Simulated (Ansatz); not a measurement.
# TiGe4: the cost of one run

Program: Ansatz 0.2.0. Level of theory: DFT PBE, scalar-relativistic, plane waves, PAW. These are calculated values, not measurements.

**1. Starting point**

Symmetry: Pm-3m, No. 221, cubic system. Conventional cell: a = 3.794 Å, b = 3.794 Å, c = 3.794 Å, α = 90.00°, β = 90.00°, γ = 90.00°. Ti (site symmetry m-3m) is surrounded by 6 Ge at 1.90 Å. Around Ge (site symmetry 4/mmm) lie 2 Ti at 1.90 Å. Ge (site symmetry m-3m) has 12 Ge at 2.68 Å in its first shell of neighbours.

As a file:

```cif
data_structure
_symmetry_space_group_name_H-M 'P 1'
_symmetry_Int_Tables_number 1
_cell_length_a 3.7942
_cell_length_b 3.7942
_cell_length_c 3.7942
_cell_angle_alpha 90.000
_cell_angle_beta 90.000
_cell_angle_gamma 90.000
_cell_volume 54.62
loop_
_atom_site_label
_atom_site_type_symbol
_atom_site_fract_x
_atom_site_fract_y
_atom_site_fract_z
_atom_site_occupancy
Ti1 Ti 0.00000 0.00000 0.00000 1
Ge1 Ge 0.50000 0.00000 0.00000 1
Ge2 Ge 0.00000 0.50000 0.00000 1
Ge3 Ge 0.00000 0.00000 0.50000 1
Ge4 Ge 0.50000 0.50000 0.50000 1
```

Recipe of the guess: random cell by space group and Wyckoff sites (Pm-3m, No. 221). Lengths come from tabulated atomic sizes and are only a guess.

**2. The guess as it stands, on a coarse mesh**

input.yaml reads:

```yaml
crystal:
  lattice:
    - [3.79420057, 0.0, 0.0]
    - [0.0, 3.79420057, 0.0]
    - [0.0, 0.0, 3.79420057]
  atoms:
    - { symbol: Ti, position: [0.0, 0.0, 0.0] }
    - { symbol: Ge, position: [0.5, 0.0, 0.0] }
    - { symbol: Ge, position: [0.0, 0.5, 0.0] }
    - { symbol: Ge, position: [0.0, 0.0, 0.5] }
    - { symbol: Ge, position: [0.5, 0.5, 0.5] }
basis:
  ecutwfc: 420
kpoints:
  mp_grid: { grid: [4, 4, 4] }
hamiltonian:
  xc: pbe
scf:
  occupations: { method: gaussian, width: 0.1 }
  lower_state_search: "off"
output:
  forces: true
  stress: true
  eigenvalues: true
```

Command:

```sh
> ansatz run input.yaml --threads 1 --pin off --max-ram 2560MiB --backend cpu --events-out ev --progress --plain --runs-dir out
```

**Question.** How long does this run take on 1 thread of Intel Xeon at 2.50GHz (Skylake/Cascade Lake), shared host, and how much memory does it need?

About 4.1 s, with a peak of 0.35 GiB.
